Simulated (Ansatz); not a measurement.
## H₂S₂Si, SMILES [SiH2]1SS1: the interaction energy of a dimer with the counterpoise correction, step by step

With the Python package of Ansatz (0.2.0).

Notebook, run cell by cell (the value of a cell's last expression is shown):

In [1]:
```python
import ansatz as az
```

In [2]:
```python
FIRST = [
    ("Si", (-0.2749, 0.2361, -0.2199)),
    ("S", (1.6638, -0.3041, 0.2608)),
    ("S", (0.0693, -1.2894, 1.1307)),
    ("H", (-0.702, -0.1811, -1.5682)),
    ("H", (-0.7563, 1.5383, 0.3966)),
]
SECOND = [
    ("Si", (-0.0558, -3.4585, 3.3801)),
    ("S", (-0.914, -5.0917, 4.3169)),
    ("S", (0.8735, -4.3219, 5.0112)),
    ("H", (-0.7495, -2.1824, 3.6344)),
    ("H", (0.6013, -3.7507, 2.0421)),
]
```

In [3]:
```python
def energy(atoms, ghosts=()):
    molecule = az.Crystal.molecule()
    for symbol, xyz in atoms:
        molecule = molecule.atom(symbol, xyz)
    calc = (
        molecule.calculation()
        .basis(gaussian="def2-SVP")
        .correlation("mp2")
    )
    deck = calc.input()
    if ghosts:
        deck = deck.set(az.key.basis.gaussian.ghost_atoms, [{"symbol": s, "position_ang": list(xyz)} for s, xyz in ghosts])
    return az.Session.from_dict(deck).plan().execute().report["free_energy_ev"]
```

In [4]:
```python
both = energy(FIRST + SECOND)
alone = energy(FIRST) + energy(SECOND)
ghosted = energy(FIRST, SECOND) + energy(SECOND, FIRST)
print(f"dimer {both:.6f} eV")
print(f"interaction, uncorrected   {96.485332 * (both - alone):8.3f} kJ/mol")
print(f"interaction, counterpoise  {96.485332 * (both - ghosted):8.3f} kJ/mol")
print(f"basis-set superposition    {96.485332 * (alone - ghosted):8.3f} kJ/mol")
```
```text
dimer -59057.570104 eV
interaction, uncorrected     14.448 kJ/mol
interaction, counterpoise    22.658 kJ/mol
basis-set superposition       8.210 kJ/mol
```

Uncorrected it is 14.448 kJ/mol, with the counterpoise correction 22.658 kJ/mol; the difference, 8.21 kJ/mol, is the superposition error. In this basis both values are repulsive.

Total energies depend on the basis set; only differences at equal settings carry meaning. The dimer is a generated trial pose of unrelaxed monomers, not a minimum, so the figure is no binding energy, and the basis set is small. The whole script took 8.3 s on 1 thread of Arm Neoverse V2, with other jobs on the host, peak memory 0.36 GiB.

(Lines on the test bed's own set-up are left out of the output.)
